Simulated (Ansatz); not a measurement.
# BaGa2Ir2: the cost of one run

Computed, not measured: Ansatz 0.2.0, DFT, PBEsol, non-collinear spin, plane waves, PAW.

**1. Geometry**

The structure is tetragonal, space group I4/mmm (No. 139). Conventional cell: a = 4.352 Å, b = 4.352 Å, c = 12.615 Å, α = 90.00°, β = 90.00°, γ = 90.00°. Ir (site symmetry -4m2) is surrounded by 4 Ga at 2.69 Å and 4 Ir at 3.08 Å. Ga (site symmetry 4mm) is surrounded by 4 Ir at 2.69 Å. Ba (site symmetry 4/mmm) has 8 Ga at 3.46 Å and 8 Ir at 3.83 Å as nearest neighbours.

In its conventional cell, by symmetry (the run takes the cell typed in the input):

```cif
data_structure
_symmetry_space_group_name_H-M 'I4/mmm'
_symmetry_Int_Tables_number 139
_cell_length_a 4.3518
_cell_length_b 4.3518
_cell_length_c 12.6154
_cell_angle_alpha 90.000
_cell_angle_beta 90.000
_cell_angle_gamma 90.000
_cell_volume 238.92
loop_
_atom_site_label
_atom_site_type_symbol
_atom_site_symmetry_multiplicity
_atom_site_Wyckoff_symbol
_atom_site_fract_x
_atom_site_fract_y
_atom_site_fract_z
_atom_site_occupancy
Ir1 Ir 4 d 0.50000 0.00000 0.75000 1
Ga1 Ga 4 e 0.50000 0.50000 0.87500 1
Ba1 Ba 2 a 0.00000 0.00000 0.00000 1
```

It starts from an earlier solution of the starting cell (checkpoint.read).

**2. The walk to rest**

Contents of input.yaml:

```yaml
crystal:
  lattice:
    - [0.0, 4.35183902, 0.0]
    - [4.35183902, 0.0, 0.0]
    - [2.17591951, 2.17591951, -6.30767908]
  atoms:
    - { symbol: Ir, position: [0.75, 0.25, 0.5], spin: 1, spin_axis: [0.87933, -0.47523, 0.03074] }
    - { symbol: Ir, position: [0.25, 0.75, 0.5], spin: 1, spin_axis: [-0.12348, 0.8351, 0.53605] }
    - { symbol: Ga, position: [0.375, 0.375, 0.25] }
    - { symbol: Ga, position: [0.625, 0.625, 0.75] }
    - { symbol: Ba, position: [0.0, 0.0, 0.0] }
  symmetry: { tolerance: 0.0003 }
kpoints:
  mp_grid: { grid: [5, 5, 5], shift: [0, 0, 0] }
magnetization:
  noncollinear: true
  spin_orbit: false
scf:
  occupations: { method: fermi_dirac, width: 0.0319 }
  lower_state_search: "off"
hamiltonian:
  pseudopotentials: { kind: paw }
  xc: pbesol
basis:
  ecutwfc: 420
  fft_grid_basis: typed
relax:
  max_steps: 80
  cell: { p_target: 0.0 }
output:
  forces: true
  stress: true
  eigenvalues: true
  bader: true
  populations: true
  elf: true
  write_potential: true
  volumetric_format: npy
  dos:
    e_range: [-12, 8]
    de: 0.05
    projected: { site_lists: { Ba: [Ba], Ga: [Ga], Ir: [Ir] } }
    method: { smearing: { sigma: 0.1, scheme: gaussian } }
checkpoint:
  read: saved_state
```

Command:

```console
ansatz run input.yaml --threads 2 --pin off --max-ram 3584MiB --backend cpu --events-out ev --progress --plain --runs-dir out
```

What time and memory should one allow on 2 threads of Arm Neoverse V1, shared host?

About 5.8 min, with a peak of 0.81 GiB.
